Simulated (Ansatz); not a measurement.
**MgO2: further runs on the relaxed cell**

An exercise on one series of results from a longer session: the logs are not shown, and one member is left open.

Program: Ansatz 0.2.0. Level of theory: DFT r2SCAN, scalar-relativistic, plane waves, PAW. These are calculated values, not measurements.

1 further run of the same task is left out (set aside as unsound or not needed).

**The system as given**

It takes space group R-3m (No. 166, trigonal). The conventional cell has a = 3.157 Å, b = 3.157 Å, c = 10.386 Å, α = 90.00°, β = 90.00°, γ = 120.00°. Mg (site symmetry -3m) is surrounded by 6 O at 2.08 Å. O (site symmetry 3m) has 1 O at 1.47 Å and 3 Mg at 2.08 Å as nearest neighbours.

Coordinates:

```cif
data_structure
_symmetry_space_group_name_H-M 'R-3m:H'
_symmetry_Int_Tables_number 166
_cell_length_a 3.1570
_cell_length_b 3.1570
_cell_length_c 10.3858
_cell_angle_alpha 90.000
_cell_angle_beta 90.000
_cell_angle_gamma 120.000
_cell_volume 89.64
loop_
_atom_site_label
_atom_site_type_symbol
_atom_site_symmetry_multiplicity
_atom_site_Wyckoff_symbol
_atom_site_fract_x
_atom_site_fract_y
_atom_site_fract_z
_atom_site_occupancy
Mg1 Mg 3 a 0.00000 0.00000 0.00000 1
O1 O 6 c 0.66667 0.33333 0.76245 1
```

It goes back to an entry of the Materials Project, which need not be the stable form.

It is the result of an earlier relaxation at this level (volume 9.96 Å³/atom; gap on the mesh: 3.16 eV).

The first run:

File input.yaml:

```yaml
crystal:
  lattice:
    - [1.5625347502, 0.9021298586, 3.4269755135]
    - [-1.5625347502, 0.9021298586, 3.4269755135]
    - [0.0, -1.8042597173, 3.4269755135]
  atoms:
    - { symbol: Mg, position: [0.0, 0.0, 0.0] }
    - { symbol: O, position: [0.4291204726, 0.4291204726, 0.4291204726] }
    - { symbol: O, position: [0.5708795274, 0.5708795274, 0.5708795274] }
basis:
  ecutwfc: 500
kpoints:
  mp_grid: { grid: [12, 12, 12] }
hamiltonian:
  xc: r2scan
scf:
  occupations: { method: gaussian, width: 0.02 }
output:
  forces: true
  stress: true
  eigenvalues: true
relax:
  adjacent_minimum: "off"
  f_tol: 0.01
  max_steps: 30
  cell: { stress_tol: 0.1, fix: [volume] }
```

Command:

```sh
> ansatz run input.yaml --threads 1 --pin off --max-ram 2560MiB --backend cpu --events-out ev --progress --plain --runs-dir out
```

Steps of the session up to this table: Volume × 0.97; The cell scaled to 1.03 of its volume; The cell scaled to 0.94 of its volume; Volume × 1.06; The cell scaled to 0.91 of its volume; The cell scaled to 1.10 of its volume; Volume × 0.88.

One table of the session follows, with a row left open; its other results are not shown here.

It belongs to the step «Equation of state». 

| volume (Å³/atom) | energy above the lowest point (meV/atom) | pressure (GPa) | gap on the mesh (eV) |
| --- | --- | --- | --- |
| 8.765 | 74.5 | 22.27 | 3.58 |
| 9.064 | 39.6 | 15.35 | 3.47 |
| 9.363 | 16.7 | 9.43 | 3.37 |
| 9.661 | 3.9 | 4.36 | 3.26 |
| 9.960 | 0.0 | 0.00 | 3.16 |
| 10.259 | 3.6 | -3.72 | 3.07 |
| 10.558 | ? | ? | ? |
| 10.956 | 35.4 | -10.48 | 2.86 |

**Question.** Estimate the row for volume (Å³/atom) = 10.558.

Worked estimate for «energy above the lowest point (meV/atom)». A straight line through the neighbours (10.259, 3.6) and (10.956, 35.4) gives 3.6 + (35.4 − 3.6) × (10.558 − 10.259) / (10.956 − 10.259) = 17.2; a parabola fitted to 3 rows on both sides gives 13.2.

As computed: energy above the lowest point (meV/atom): 13.6; pressure (GPa): -6.92; gap on the mesh (eV): 2.97. In «energy above the lowest point (meV/atom)» the line misses by +3.6 and the parabola by -0.4.
